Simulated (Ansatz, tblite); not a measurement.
**(HZn-mu-Cl)2 (Zn₂H₂Cl₂): rung by rung**

An exercise on one series of results from a longer session: the logs are not shown, and one member is left open.

The runs use Ansatz 0.2.0, Gaussian basis; as each input shows.

Levels to be run: GFN1-xTB, GFN2-xTB, PBE-D4/def2-TZVP, r2SCAN-D4/def2-TZVP, HF/def2-TZVP, LDA/def2-TZVP, PBE-QIDH/def2-TZVP, PBE-D4/def2-SVP, PBE0-D4/def2-SVP, HF/STO-3G, CCSD(T)/def2-SVP, MP2/def2-TZVP.

2 further runs of the same task are left out: 2 set aside as unsound or not needed.

### The relaxed structure

The singlet was relaxed beforehand with PBE-D4/def2-SVP.

6 atoms, charge 0, spin multiplicity 1.

Bond lengths: Cl1–Zn3 2.344 Å, Cl1–Zn4 2.344 Å, Cl2–Zn3 2.344 Å, Cl2–Zn4 2.344 Å, Zn3–H5 1.540 Å, Zn4–H6 1.540 Å. Angles: Zn3–Cl1–Zn4 88.1°, Zn3–Cl2–Zn4 88.1°, Cl1–Zn3–Cl2 91.9°, Cl1–Zn3–H5 134.0°, Cl2–Zn3–H5 134.1°, Cl1–Zn4–Cl2 91.9°, Cl1–Zn4–H6 134.0°, Cl2–Zn4–H6 134.0°.

PBE0-D4/def2-TZVP was run before; its log isn't repeated, and its numbers join the tables.

The first run:

Tight binding, by tblite at 300 K electronic temperature and without a spin-polarisation term:

```python
tblite.interface.Calculator('GFN1-xTB', numbers, positions, charge=0, uhf=0).singlepoint()
```

Tight binding, by tblite at 300 K electronic temperature and without a spin-polarisation term:

```python
tblite.interface.Calculator('GFN2-xTB', numbers, positions, charge=0, uhf=0).singlepoint()
```

start.molden holds the orbitals of an earlier run on this state, given as this run's starting guess.

Contents of in.yaml:

```yaml
crystal:
  periodic: [false, false, false]
  atoms:
    - {symbol: Cl, position_ang: [0.292106, 1.622826, -0.347813]}
    - {symbol: Cl, position_ang: [-0.288406, -1.623110, 0.349573]}
    - {symbol: Zn, position_ang: [0.639011, -0.423382, -1.438206]}
    - {symbol: Zn, position_ang: [-0.638669, 0.423310, 1.438332]}
    - {symbol: H, position_ang: [1.240654, -0.823059, -2.798692]}
    - {symbol: H, position_ang: [-1.244687, 0.823405, 2.796797]}
basis:
  gaussian: {orbitals: def2-TZVP, initial_orbitals: start.molden}
hamiltonian: {xc: pbe, dispersion: d4}
scf: {omitted_lower_state_checks: [starts]}
output: {forces: true, orbitals: {seedname: orbitals}}
```

Run with:

```sh
$ ansatz run in.yaml --threads 2 --pin off --events-out ev --progress --plain --max-ram 4352MiB
```

Steps of the session up to this table: PBE-D4/def2-TZVP; r2SCAN-D4/def2-TZVP; HF/def2-TZVP; LDA/def2-TZVP; PBE-QIDH/def2-TZVP; PBE-D4/def2-SVP; PBE0-D4/def2-SVP; HF/STO-3G; CCSD(T)/def2-SVP; MP2/def2-TZVP.

One of the session's tables, all rows but one given; the rest of the session is left out.

It belongs to the step «Binding energy». 

| method | binding an atom (eV) |
| --- | --- |
| HF/STO-3G | 1.873 |
| HF/def2-SVP | 1.635 |
| HF/def2-TZVP | ? |
| LDA/def2-TZVP | 2.365 |
| PBE-D4/def2-SVP | 2.136 |
| PBE-D4/def2-TZVP | 2.033 |
| r2SCAN-D4/def2-TZVP | 2.139 |
| PBE0-D4/def2-SVP | 2.139 |
| PBE0-D4/def2-TZVP | 2.059 |
| MP2/def2-SVP | 2.014 |
| MP2/def2-TZVP | 2.050 |
| CCSD/def2-SVP | 1.927 |
| CCSD(T)/def2-SVP | 1.940 |

Estimate the missing values for HF/def2-TZVP.

The run gave: binding an atom (eV): 1.588. In the column «binding an atom (eV)» it is the lowest.

To keep in mind: Free atoms were run apart at each level; binding is atoms less cluster, divided by the number of atoms, without zero-point or spin-orbit terms.
